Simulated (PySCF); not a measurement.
# Ho: excitation energy in x2c-TZVPPall plus 1 even-tempered diffuse shell per l

Wanted: the excitation energy of holmium, up a ladder of methods.

Method: unrestricted determinants in a Gaussian basis, no spin-orbit coupling in the energies. Code: PySCF 2.14.0.

## Step 1: Starting point

```
Element                                   : holmium (Z = 67)
Basis                                     : x2c-TZVPPall with one added diffuse shell each of s, p, d, f type (12s8p8d5f2g, 129 functions)
Hamiltonian                               : the spin-free X2C one-electron Hamiltonian (Gaussian nucleus)
State 1                                   : Ho: [Xe] 4f11 5d2, one real determinant (an excited configuration)
Needed too, but not shown                 : Ho [Xe] 4f11 6s2 (high-spin determinant)
Methods                                   : UHF, LDA, PBE, PBE0, r2SCAN, MP2
Core shells frozen in the correlated runs : valence: [Kr] 4d10; valence and next inner shell: [Ar] 3d10 (for Ho)
```

Outer shells as boxes (Hund's rule):

Ho [Xe] 4f11 5d2
```
[Xe] core
4f [↑↓][↑↓][↑↓][↑↓][↑ ][↑ ][↑ ]
5d [↑ ][↑ ][  ][  ][  ]
```

The runs were made by one driver on top of PySCF. The scripts below sum up each run's settings (the driver also hands on starting orbitals that pick excited configurations, and frozen orbitals as a list rather than a count), and the logs come from the driver's own runs. The driver starts from symmetry-adapted Hartree-Fock orbitals, holds the occupation by maximum overlap and uses a logarithmic radial grid for functionals, so a plain start would take other cycles.

The integrals over 129 functions and the set-up took 21 s of CPU time.

## Step 2: Ho [Xe] 4f11 5d2

#### UHF

Input file input.py:

```python
from pyscf import gto, scf, dft, mp, cc
import basis_set_exchange as bse
mol = gto.M(atom="Ho 0 0 0", charge=0, spin=5, symmetry="D2h",
            basis=gto.basis.parse(bse.get_basis("x2c-TZVPPall", elements=["Ho"], fmt="nwchem", augment_diffuse=1)),
            nucmod="G")
mf = scf.UHF(mol).sfx2c1e()
mf.irrep_nelec = {'Ag': (10, 9), 'B1g': (3, 2), 'B2g': (2, 2), 'B3g': (2, 2), 'Au': (1, 1), 'B1u': (6, 6), 'B2u': (6, 5), 'B3u': (6, 4)}
mf.kernel()
```

#### LDA

input.py, as changed from the run before:

```diff
@@ -5,3 +5,3 @@
             nucmod="G")
-mf = scf.UHF(mol).sfx2c1e()
+mf = dft.UKS(mol, xc="LDA,VWN").sfx2c1e()
 mf.irrep_nelec = {'Ag': (10, 9), 'B1g': (3, 2), 'B2g': (2, 2), 'B3g': (2, 2), 'Au': (1, 1), 'B1u': (6, 6), 'B2u': (6, 5), 'B3u': (6, 4)}
```

#### PBE

input.py, as changed from the run before:

```diff
@@ -5,3 +5,3 @@
             nucmod="G")
-mf = dft.UKS(mol, xc="LDA,VWN").sfx2c1e()
+mf = dft.UKS(mol, xc="PBE").sfx2c1e()
 mf.irrep_nelec = {'Ag': (10, 9), 'B1g': (3, 2), 'B2g': (2, 2), 'B3g': (2, 2), 'Au': (1, 1), 'B1u': (6, 6), 'B2u': (6, 5), 'B3u': (6, 4)}
```

#### PBE0

input.py, as changed from the run before:

```diff
@@ -5,3 +5,3 @@
             nucmod="G")
-mf = dft.UKS(mol, xc="PBE").sfx2c1e()
+mf = dft.UKS(mol, xc="PBE0").sfx2c1e()
 mf.irrep_nelec = {'Ag': (10, 9), 'B1g': (3, 2), 'B2g': (2, 2), 'B3g': (2, 2), 'Au': (1, 1), 'B1u': (6, 6), 'B2u': (6, 5), 'B3u': (6, 4)}
```

#### r2SCAN

input.py, as changed from the run before:

```diff
@@ -5,3 +5,3 @@
             nucmod="G")
-mf = dft.UKS(mol, xc="PBE0").sfx2c1e()
+mf = dft.UKS(mol, xc="R2SCAN").sfx2c1e()
 mf.irrep_nelec = {'Ag': (10, 9), 'B1g': (3, 2), 'B2g': (2, 2), 'B3g': (2, 2), 'Au': (1, 1), 'B1u': (6, 6), 'B2u': (6, 5), 'B3u': (6, 4)}
```

#### MP2 (valence)

input.py, as changed from the run before:

```diff
@@ -5,4 +5,5 @@
             nucmod="G")
-mf = dft.UKS(mol, xc="R2SCAN").sfx2c1e()
+mf = scf.UHF(mol).sfx2c1e()
 mf.irrep_nelec = {'Ag': (10, 9), 'B1g': (3, 2), 'B2g': (2, 2), 'B3g': (2, 2), 'Au': (1, 1), 'B1u': (6, 6), 'B2u': (6, 5), 'B3u': (6, 4)}
 mf.kernel()
+mp.UMP2(mf, frozen=23).kernel()
```

#### MP2 (valence and next inner shell)

input.py, as changed from the run before:

```diff
@@ -8,2 +8,2 @@
 mf.kernel()
-mp.UMP2(mf, frozen=23).kernel()
+mp.UMP2(mf, frozen=14).kernel()
```

Q: Predict the outcome of this session.

The runs gave:

| quantity | value |
| --- | --- |
| excitation energy, Ho → [Xe] 4f11 5d2 | UHF 4.838, MP2 (valence and next inner shell) 5.306 eV |

The methods span 1.210 eV, from r2SCAN (4.342) to SCS-MP2 (valence and next inner shell) (5.552). No reference value is at hand in this session. All values hold for this basis alone; no basis-set limit was taken.
